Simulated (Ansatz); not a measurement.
Geometry optimisation, DFT PBE, scalar-relativistic, plane waves, PAW in Ansatz.

The input (input.yaml):

```yaml
crystal:
  lattice:
    - [8.1, 0.0, 0.0]
    - [0.0, 8.1, 0.0]
    - [0.0, 0.0, 8.1]
  atoms:
    - { symbol: Al, position: [0.5, 0.0, 0.0] }
    - { symbol: Al, position: [0.75, 0.25, 0.0] }
    - { symbol: Al, position: [0.75, 0.0, 0.25] }
    - { symbol: Al, position: [0.0, 0.0, 0.0] }
    - { symbol: Al, position: [0.25, 0.25, 0.0] }
    - { symbol: Al, position: [0.5, 0.5, 0.0] }
    - { symbol: Al, position: [0.75, 0.75, 0.0] }
    - { symbol: Al, position: [0.25, 0.0, 0.25] }
    - { symbol: Al, position: [0.5, 0.25, 0.25] }
    - { symbol: Al, position: [0.75, 0.5, 0.25] }
    - { symbol: Al, position: [0.5, 0.0, 0.5] }
    - { symbol: Al, position: [0.75, 0.25, 0.5] }
    - { symbol: Al, position: [0.75, 0.0, 0.75] }
    - { symbol: Al, position: [0.0, 0.5, 0.0] }
    - { symbol: Al, position: [0.25, 0.75, 0.0] }
    - { symbol: Al, position: [0.0, 0.25, 0.25] }
    - { symbol: Al, position: [0.25, 0.5, 0.25] }
    - { symbol: Al, position: [0.5, 0.75, 0.25] }
    - { symbol: Al, position: [0.0, 0.0, 0.5] }
    - { symbol: Al, position: [0.25, 0.25, 0.5] }
    - { symbol: Al, position: [0.5, 0.5, 0.5] }
    - { symbol: Al, position: [0.75, 0.75, 0.5] }
    - { symbol: Al, position: [0.25, 0.0, 0.75] }
    - { symbol: Al, position: [0.5, 0.25, 0.75] }
    - { symbol: Al, position: [0.75, 0.5, 0.75] }
    - { symbol: Al, position: [0.0, 0.75, 0.25] }
    - { symbol: Al, position: [0.0, 0.5, 0.5] }
    - { symbol: Al, position: [0.25, 0.75, 0.5] }
    - { symbol: Al, position: [0.0, 0.25, 0.75] }
    - { symbol: Al, position: [0.25, 0.5, 0.75] }
    - { symbol: Al, position: [0.5, 0.75, 0.75] }
    - { symbol: Al, position: [0.0, 0.75, 0.75] }
    - { symbol: O, position: [0.25056379, 0.24347075, 0.74729165] }
basis:
  ecutwfc: 420.0
kpoints:
  mp_grid: { grid: [3, 3, 3] }
hamiltonian:
  xc: pbe
scf:
  occupations: { method: fermi_dirac, width: 0.05 }
  lower_state_search: "off"
relax:
  f_tol: 0.03
  max_steps: 60
  adjacent_minimum: "off"
```

Launched with:

```bash
$ ansatz run input.yaml --threads 4 --pin off --max-ram 10240MiB --backend cpu --events-out ev --progress --plain --runs-dir out
```

Where does it end, and by what steps?

The run converged. Limits of this set-up: coarse k mesh, a small cell, in which the defect meets its images, a typed lattice constant that wasn't relaxed here. After 14 steps the energy has fallen by 1.770 eV; O33 moved furthest, 1.66 Å. Parted: Al5–O33 (2.05 → 3.38 Å), Al29–O33 (2.03 → 3.38 Å), Al30–O33 (2.08 → 3.38 Å). Joined: Al11–O33 (3.46 → 1.90 Å).

```csv
step,energy less start (eV),largest force component (eV/Å),accepted
0,0.0000,1.203,yes
1,-0.2556,0.583,yes
2,-0.3403,0.213,yes
3,-0.3505,0.304,yes
4,-0.4575,0.535,yes
5,-0.5659,0.487,yes
6,-0.6931,0.557,yes
7,-0.8008,0.587,yes
8,-0.9479,0.852,yes
9,-1.1385,0.649,yes
10,-1.3379,0.527,yes
11,-1.5940,0.500,yes
12,-1.7688,0.043,yes
13,-1.7688,0.043,yes
14,-1.7695,0.003,yes
```

```xyz
33
Lattice="8.1000 0.0000 0.0000 0.0000 8.1000 0.0000 0.0000 0.0000 8.1000" Properties=species:S:1:pos:R:3
Al 4.027 0.022 0.053
Al 6.069 2.052 0.054
Al 6.069 0.030 2.031
Al -0.055 0.031 0.054
Al 1.987 2.061 0.053
Al 4.018 4.103 0.055
Al 6.056 6.093 0.041
Al 1.988 0.022 2.032
Al 4.027 2.061 2.032
Al 6.056 4.090 2.044
Al 4.103 -0.054 3.997
Al 6.067 2.061 4.073
Al 6.067 0.022 6.112
Al -0.041 4.090 0.041
Al 1.996 6.079 0.054
Al -0.055 2.053 2.030
Al 1.996 4.104 2.031
Al 4.018 6.080 2.031
Al -0.054 0.022 4.073
Al 1.911 2.138 3.996
Al 4.026 4.103 4.073
Al 6.069 6.080 4.081
Al 1.911 -0.055 6.189
Al 4.103 2.138 6.189
Al 6.069 4.104 6.103
Al -0.041 6.093 2.044
Al -0.055 4.103 4.082
Al 1.987 6.081 4.073
Al -0.054 2.061 6.112
Al 1.987 4.102 6.112
Al 4.026 6.081 6.112
Al -0.055 6.079 6.104
O 3.007 1.042 5.093
```

Whether the end is a true minimum wasn't checked by a vibrational analysis.

The run took 2.1 min on 4 threads of AMD EPYC 7B13 (Zen 3), on a shared host, peak memory 1.5 GiB.
